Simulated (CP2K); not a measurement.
# IPEA1-xTB run of B2NH3BrCl (SMILES BNB(Cl)Br)

What is the energy difference between two shapes of B2NH3BrCl at IPEA1-xTB? 

Program for the calculation: CP2K 2026.2.

3 further runs of the same task are left out: 3 set aside as unsound or not needed.

## (1) Starting point

B2NH3BrCl: 8 atoms, total charge 0, spin state singlet. As SMILES, `BNB(Cl)Br`. Geometry: relaxed at GFN2-xTB. This is one conformer, not always the lowest.

Bond lengths: B1–N2 1.416 Å, N2–B3 1.415 Å, B3–Cl4 1.718 Å, B3–Br5 1.891 Å, B1–H6 1.167 Å, B1–H7 1.167 Å, N2–H8 1.014 Å. Angles: B1–N2–B3 130.2°, N2–B3–Cl4 122.2°, N2–B3–Br5 118.0°, Cl4–B3–Br5 119.7°, B1–N2–H8 115.2°, B3–N2–H8 114.7°, N2–B1–H6 119.1°, N2–B1–H7 118.2°, H6–B1–H7 122.7°.

## (2) The energy at IPEA1-xTB

The input, mol.inp:

```
&FORCE_EVAL
 METHOD QUICKSTEP
 &DFT
  &QS
   METHOD XTB
   EPS_DEFAULT 1.0E-10
   &XTB
    GFN_TYPE TBLITE
    &TBLITE
     METHOD IPEA1
    &END TBLITE
    CHECK_ATOMIC_CHARGES F
   &END XTB
  &END QS
  &POISSON
   PERIODIC NONE
   POISSON_SOLVER ANALYTIC
  &END POISSON
  &SCF
   SCF_GUESS ATOMIC
   EPS_SCF 1.0E-06
   MAX_SCF 150
   ADDED_MOS 2
   &DIAGONALIZATION
    ALGORITHM STANDARD
   &END DIAGONALIZATION
   &MIXING
    METHOD DIRECT_P_MIXING
    ALPHA 0.4
   &END MIXING
   &SMEAR ON
    METHOD FERMI_DIRAC
    ELECTRONIC_TEMPERATURE [K] 300
   &END SMEAR
  &END SCF
  &PRINT
   &MOMENTS
    PERIODIC F
    REFERENCE COM
    MAX_MOMENT 1
   &END MOMENTS
   &MO ON
    ENERGIES T
    OCCUPATION_NUMBERS T
    NDIGITS 6
    &EACH
     QS_SCF 0
    &END EACH
    ADD_LAST NUMERIC
   &END MO
   &HIRSHFELD OFF
   &END HIRSHFELD
  &END PRINT
 &END DFT
 &SUBSYS
  &CELL
   ABC 12.5 13.5 14.4
   PERIODIC NONE
  &END CELL
  &COORD
   B      0.030470     0.742070     1.164050
   N     -0.330470     0.290150    -0.128190
   B      0.173310    -0.790620    -0.890870
   Cl     1.411380    -1.827500    -0.303930
   Br    -0.561090    -1.085420    -2.608500
   H      0.866860     0.178130     1.750120
   H     -0.526130     1.670990     1.598920
   H     -1.064340     0.822200    -0.581590
  &END COORD
  &TOPOLOGY
   &CENTER_COORDINATES
   &END CENTER_COORDINATES
  &END TOPOLOGY
 &END SUBSYS
&END FORCE_EVAL

&GLOBAL
 PROJECT_NAME mol
 RUN_TYPE ENERGY
 PRINT_LEVEL MEDIUM
&END GLOBAL
```

Run with:

```bash
$ OMP_NUM_THREADS=1 cp2k.psmp mol.inp > mol.out
```

Log:

```text
CP2K| version string:                                       CP2K version 2026.2
[...]
 GLOBAL| Method name                                                        CP2K
[...]
 GLOBAL| Run type                                                         ENERGY
[...]
                             - Atoms:                                          8
[...]
                             - Spherical basis functions:                     39
[...]
 Number of electrons:                                                         28
[...]
  *** SCF run converged in    16 steps ***
[...]
  Fermi energy:                                                -0.32387090337537
[...]
 TB_DIPOLE| Moment [Debye]         -1.19310673       0.89448889      -0.70114119
 TB_DIPOLE| Derivative [a.u.]       0.00000000       0.00000000       0.00000000
[...]
 ENERGY| Total FORCE_EVAL ( QS ) energy [hartree]            -17.091078790222269
[...]
```

Wall time 0.28 s (1 thread of Arm Neoverse V1, shared host).

## (3) The distorted shape

The input, calc.inp:

```
&GLOBAL
  PROJECT_NAME calc
  RUN_TYPE ENERGY
  PRINT_LEVEL MEDIUM
&END

&FORCE_EVAL
  METHOD QS
  &DFT
    &QS
      METHOD XTB
      EPS_DEFAULT 1.0E-10
      &XTB
        GFN_TYPE TBLITE
        &TBLITE
          METHOD IPEA1
        &END
        CHECK_ATOMIC_CHARGES F
      &END
    &END
    &POISSON
      PERIODIC NONE
      POISSON_SOLVER ANALYTIC
    &END
    &SCF
      SCF_GUESS ATOMIC
      EPS_SCF 1.0E-06
      MAX_SCF 150
      ADDED_MOS 2
      &DIAGONALIZATION
        ALGORITHM STANDARD
      &END
      &MIXING
        METHOD DIRECT_P_MIXING
        ALPHA 0.4
      &END
      &SMEAR ON
        METHOD FERMI_DIRAC
        ELECTRONIC_TEMPERATURE [K] 300
      &END
    &END
    &PRINT
      &MOMENTS
        PERIODIC F
        REFERENCE COM
        MAX_MOMENT 1
      &END
      &MO ON
        ENERGIES T
        OCCUPATION_NUMBERS T
        NDIGITS 6
        &EACH
          QS_SCF 0
        &END
        ADD_LAST NUMERIC
      &END
      &HIRSHFELD OFF
      &END
    &END
  &END
  &SUBSYS
    &CELL
      ABC 12.5 13.5 14.4
      PERIODIC NONE
    &END
    &COORD
      B      0.006133     0.791605     1.183053
      N     -0.341564     0.303124    -0.154438
      B      0.167905    -0.814216    -0.907456
      Cl     1.414721    -1.828818    -0.326371
      Br    -0.571467    -1.081717    -2.612588
      H      0.859607     0.172655     1.765838
      H     -0.525547     1.645181     1.615162
      H     -1.064065     0.810733    -0.550671
    &END
    &TOPOLOGY
      &CENTER_COORDINATES
      &END
    &END
  &END
&END
```

Run with:

```bash
$ OMP_NUM_THREADS=1 cp2k.psmp calc.inp > calc.out
```

Log:

```text
CP2K| version string:                                       CP2K version 2026.2
[...]
 GLOBAL| Method name                                                        CP2K
[...]
 GLOBAL| Run type                                                         ENERGY
[...]
                             - Atoms:                                          8
[...]
                             - Spherical basis functions:                     39
[...]
 Number of electrons:                                                         28
[...]
  *** SCF run converged in    16 steps ***
[...]
  Fermi energy:                                                -0.32618480570036
[...]
 TB_DIPOLE| Moment [Debye]         -1.14579332       0.82944528      -0.61939779
 TB_DIPOLE| Derivative [a.u.]       0.00000000       0.00000000       0.00000000
[...]
 ENERGY| Total FORCE_EVAL ( QS ) energy [hartree]            -17.080302069726951
[...]
```

It took 0.28 s on 1 thread of Arm Neoverse V1, shared host.

## (4) Summary of results

Level: IPEA1-xTB.

| quantity | value |
| --- | --- |
| first shape: total energy | -17.09108 Eh |
| first shape: dipole moment (from atomic charges alone) | 1.65 D |
| first shape: HOMO energy | -13.03 eV |
| first shape: LUMO energy | -7.92 eV |
| first shape: HOMO–LUMO gap | 5.11 eV |
| distorted shape: total energy | -17.08030 Eh |
| distorted shape: dipole moment (from atomic charges alone) | 1.54 D |
| distorted shape: HOMO energy | -13.06 eV |
| distorted shape: LUMO energy | -7.98 eV |
| distorted shape: HOMO–LUMO gap | 5.08 eV |
| energy change with the atoms displaced | 0.293 eV |

What this shows: With the atoms displaced the energy rises by 0.29 eV (28.3 kJ/mol). The first shape isn't relaxed at this level, so the change isn't measured from a minimum. The dipole (first shape) comes from point charges on the atoms alone, without atomic dipoles, so it is partial. The dipole (distorted shape) comes from point charges on the atoms alone, without atomic dipoles, so it is partial.
